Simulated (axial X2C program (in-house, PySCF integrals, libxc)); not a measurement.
**A two-component session on MoCl⁺: properties at the nuclei**

Aim: properties at the nuclei of MoCl⁺, with spin–orbit coupling in the Hamiltonian from the start.

Method: two-component X2C with atomic mean-field terms, Mo dyall-cv3z, Cl dyall-av3z; program: an in-house X2C program for linear molecules on PySCF integrals.

All values are calculated.

**1. Set-up**

Input file task.json:

```json
{
 "zs": [
  42,
  17
 ],
 "q": 1,
 "bas": [
  "dyall-cv3z",
  "dyall-av3z"
 ],
 "r0": 2.37,
 "levels": [
  "PBE0",
  "HF",
  "PBE50",
  "BP86",
  "TPSSh"
 ],
 "nst": 3
}
```

Keys: zs atomic numbers; q charge; bas basis sets; r0 starting distance in Å; levels methods (HF also brings MP2); nst determinants followed.

Command:

```sh
python soeom.py task.json out
```

The runs that follow: Expectation values, lowest determinant; Expectation values, a higher determinant; Expectation values, a higher determinant.

Q: Predict the outcome of this session. Wanted: lowest determinant; Eeff magnitude; Ws magnitude Mo; A∥/gI Mo; qzz Mo; higher determinant (for each run or level that gives them).

The runs gave:

```
                                        quantity                                            value
                              lowest determinant  Ω = 2 (excess of +ω over −ω: ω = -1/2, ω = 5/2)
                    Eeff magnitude (GV/cm), PBE0                                            0.315
                     Ws magnitude Mo (kHz), PBE0                                          0.00478
                            A∥/gI Mo (MHz), PBE0                                             -439
                             qzz Mo (a.u.), PBE0                                             0.55
                              higher determinant  Ω = 1 (excess of +ω over −ω: ω = -3/2, ω = 5/2)
Eeff magnitude (GV/cm), PBE0, higher determinant                                             2.47
 Ws magnitude Mo (kHz), PBE0, higher determinant                                             1.07
        A∥/gI Mo (MHz), PBE0, higher determinant                                              300
         qzz Mo (a.u.), PBE0, higher determinant                                            -0.14
                              higher determinant   Ω = 3 (excess of +ω over −ω: ω = 1/2, ω = 5/2)
Eeff magnitude (GV/cm), PBE0, higher determinant                                             2.56
 Ws magnitude Mo (kHz), PBE0, higher determinant                                            0.367
        A∥/gI Mo (MHz), PBE0, higher determinant                                              319
         qzz Mo (a.u.), PBE0, higher determinant                                            -0.10
```

**Reading.** In the first state, the effective field runs from 0.186 to 0.886 GV/cm over the mean-field levels, so the levels don't agree on it. The expectation values come from single determinants, which for open shells can mix terms of unlike spin or miss the lowest Ω, so a determinant need not be a state. Eeff is the effective electric field on the electron dipole moment in this Ω state and Ws the scalar–pseudoscalar constant (defined with the proton number Z and per Ω); A∥ is the parallel hyperfine constant, which follows by multiplying with the nuclear g factor gI = μI/(I μN); qzz is the electric field gradient, eQq0 = 234.96 MHz × Q/barn × qzz. The operators were transformed with the bare-nucleus X2C matrices.
